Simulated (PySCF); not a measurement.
# CH2ClF3Si: the cost of one run

Programs: PySCF 2.14.0, with density-fitted response routines of our own. Each step states its level of theory. These are calculated values for one molecule in the gas phase, unless marked as measured. Atoms count from 0, in the outputs and in this text.

## 1. Starting geometry

8 atoms, charge 0, multiplicity 1; geometry from: PBE0-D3(BJ)/def2-SVP.

Bonds of the start (Å): F0–C1 1.34, C1–F2 1.34, C1–F3 1.34, C1–Si4 1.93, Si4–Cl5 2.05, Si4–H6 1.48, Si4–H7 1.48.

## 2. NMR shieldings: HF/pcSseg-2

The job: settings as JSON, then the geometry in Å.

```
{"job": {"kind": "nmr", "xc": "HF", "basis": "pcSseg-2", "pop": false}, "charge": 0, "multiplicity": 1}
F      1.369473     0.039267    -1.354955
C      0.974716    -0.119022    -0.087184
F      1.623110     0.783078     0.656259
F      1.378694    -1.337021     0.311559
Si    -0.940892     0.002511     0.115230
Cl    -1.543102     1.859491    -0.517181
H     -1.552223    -1.055048    -0.727621
H     -1.248572    -0.168748     1.557046
```

Method: GIAO HF/pcSseg-2 NMR shielding, non-relativistic, gas phase.

Command:

```bash
> OMP_NUM_THREADS=1 python probes_run.py task.json out
```

One launch serves the whole session: the jobs run in the order shown.

**Question.** How long does this first job take on 1 thread of Arm Neoverse V1, shared host, and how much memory does it need?

About 15 s, with a peak of 0.95 GiB.
